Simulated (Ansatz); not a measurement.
Geometry optimisation, Ansatz, DFT PBE, scalar-relativistic, plane waves, PAW.

Input file:

```yaml
crystal:
  lattice:
    - [-2.302, 3.987181, 5.207]
    - [4.604, 0.0, 5.207]
    - [4.604, 7.974362, 0.0]
  atoms:
    - { symbol: Si, position: [0.19376666, 0.63956667, 0.90311666] }
    - { symbol: Si, position: [0.30623333, 0.86043333, 0.06978333] }
    - { symbol: Si, position: [0.25, 0.25, 0.1521] }
    - { symbol: O, position: [0.32461674, 0.41661676, 0.98924162] }
    - { symbol: O, position: [0.17538325, 0.08338325, 0.10985837] }
    - { symbol: O, position: [0.73483341, 0.33973342, 0.17858329] }
    - { symbol: O, position: [0.44759991, 0.14449992, 0.23020004] }
    - { symbol: O, position: [0.05240008, 0.35550008, 0.27624996] }
    - { symbol: O, position: [0.76516658, 0.16026659, 0.9658667] }
    - { symbol: Si, position: [0.19376666, 0.63956667, 0.40311666] }
    - { symbol: Si, position: [0.30623333, 0.86043334, 0.56978333] }
    - { symbol: Si, position: [0.25, 0.25, 0.65209999] }
    - { symbol: O, position: [0.32461675, 0.41661675, 0.48924162] }
    - { symbol: O, position: [0.17538325, 0.08338325, 0.60985837] }
    - { symbol: O, position: [0.73483341, 0.33973342, 0.67858328] }
    - { symbol: O, position: [0.44759991, 0.14449992, 0.73020003] }
    - { symbol: O, position: [0.05240008, 0.35550009, 0.77624995] }
    - { symbol: O, position: [0.76516658, 0.16026659, 0.4658667] }
    - { symbol: Si, position: [0.69376666, 0.13956667, 0.15311666] }
    - { symbol: Si, position: [0.80623333, 0.36043334, 0.31978333] }
    - { symbol: Si, position: [0.75, 0.75, 0.40209999] }
    - { symbol: O, position: [0.82461675, 0.91661675, 0.23924162] }
    - { symbol: O, position: [0.67538325, 0.58338325, 0.35985837] }
    - { symbol: O, position: [0.23483341, 0.83973342, 0.42858329] }
    - { symbol: O, position: [0.94759991, 0.64449992, 0.48020003] }
    - { symbol: O, position: [0.55240008, 0.85550009, 0.52624995] }
    - { symbol: O, position: [0.26516658, 0.66026659, 0.21586671] }
    - { symbol: Si, position: [0.69376666, 0.13956667, 0.65311666] }
    - { symbol: Si, position: [0.80623333, 0.36043334, 0.81978332] }
    - { symbol: Si, position: [0.74999999, 0.75000001, 0.90209999] }
    - { symbol: O, position: [0.82461674, 0.91661676, 0.73924162] }
    - { symbol: O, position: [0.67538324, 0.58338326, 0.85985837] }
    - { symbol: O, position: [0.23483341, 0.83973342, 0.92858328] }
    - { symbol: O, position: [0.94759991, 0.64449992, 0.98020003] }
    - { symbol: O, position: [0.55240008, 0.85550008, 0.02624996] }
    - { symbol: O, position: [0.26516658, 0.66026659, 0.7158667] }
    - { symbol: Au, position: [0.43266852, 0.38925166, 0.78604546], spin: 1.0 }
magnetization:
  spin_polarized: true
basis:
  ecutwfc: 420.0
kpoints:
  mp_grid: { grid: [2, 2, 2] }
hamiltonian:
  xc: pbe
  pseudopotentials: { kind: paw, azcp: { folder: soft_1 } }
scf:
  occupations: { method: gaussian, width: 0.05 }
  lower_state_search: "off"
relax:
  f_tol: 0.03
  max_steps: 60
  adjacent_minimum: "off"
output:
  write_density: true
  write_potential: true
  elf: true
  volumetric_format: npy
```

Run as:

```bash
$ ansatz run input.yaml --threads 4 --pin off --max-ram 10240MiB --backend cpu --events-out ev --progress --plain --runs-dir out
```

Task: Where does it end, and by what steps?

Result: The forces met the threshold. Limits of this set-up: coarse k mesh, a small cell, in which the defect meets its images. After 9 steps the energy has fallen by 8.800 eV; O16 moved furthest, 0.76 Å. The start is strongly strained (largest force component 9 eV/Å).

```tsv
step	energy less start (eV)	largest force component (eV/Å)	accepted
0	0.0000	8.632	yes
1	-5.4670	3.778	yes
2	-7.6946	1.800	yes
3	-8.4707	0.526	yes
4	-8.6832	0.677	yes
5	-8.6303	0.651	no
6	-8.7883	0.128	yes
7	-8.7954	0.142	yes
8	-8.7990	0.037	yes
9	-8.7995	0.026	yes
```

```xyz
37
Lattice="-2.3020 3.9872 5.2070 4.6040 0.0000 5.2070 4.6040 7.9744 0.0000" Properties=species:S:1:pos:R:3
Si 7.051 7.972 4.368
Si 3.757 1.791 6.116
Si 1.466 2.367 2.700
O 6.243 9.354 4.000
O 0.652 1.689 1.480
O 0.542 4.358 5.714
O 0.714 3.684 3.208
O 2.929 2.614 2.114
O 3.322 10.742 4.848
Si 4.384 4.014 4.322
Si 5.931 5.741 6.082
Si 3.451 6.178 2.609
O 3.415 5.242 3.937
O 2.768 5.325 1.422
O 2.575 8.343 5.818
O 2.376 7.411 2.698
O 4.994 6.452 2.166
O 1.037 6.665 4.728
Si -0.335 3.999 4.410
Si 1.237 5.774 6.055
Si 3.495 6.153 7.775
O 3.330 5.183 9.069
O 2.730 5.444 6.536
O 5.365 4.348 5.542
O 3.002 7.608 8.264
O 4.961 6.350 7.201
O 3.500 2.800 4.884
Si 1.958 7.931 4.280
Si 3.420 9.704 6.111
Si 5.860 10.092 7.749
O 5.627 9.195 9.072
O 4.972 9.487 6.542
O 8.045 8.274 5.586
O 5.446 11.594 8.184
O 2.792 2.270 7.305
O 6.046 6.818 4.872
Au 4.270 8.313 3.964
```

Run time: 7 min on 4 threads of Intel(R) Xeon(R) Processor @ 2.50GHz (Skylake/Cascade Lake), with other jobs on the host, peak memory 1.8 GiB.
